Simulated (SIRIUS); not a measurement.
Zn:

```
CELL_PARAMETERS angstrom
0.00000 1.96478 1.96478
1.96478 0.00000 1.96478
1.96478 1.96478 0.00000
ATOMIC_POSITIONS crystal
Zn 0.00000 0.00000 0.00000
```

This isn't the form of Zn at room conditions, which is hcp.

```yaml
Program: SIRIUS 7.12.0
Task: single point
Functional: PBEsol
Potentials_or_basis: all-electron FP-LAPW
Cutoff: 167 eV
Basis: apw+lo standard
k_mesh: 12 × 12 × 12
Occupations: fermi-dirac, width 0.05 eV
Spin: no spin polarisation
```

On this cell: band gap on the k mesh none (metal or under the smearing width).

The same run follows on a disturbed copy (cell strained at random):

```
CELL_PARAMETERS angstrom
0.00399 2.00457 1.96702
1.95665 -0.00432 1.97532
1.92741 1.98363 0.02492
ATOMIC_POSITIONS crystal
Zn 0.97223 0.01156 0.01002
```

**Question.** What changes?

**Answer.** The energy (extrapolated to zero smearing) moves by -0.1 meV/atom; band gap on the k mesh none (metal or under the smearing width).
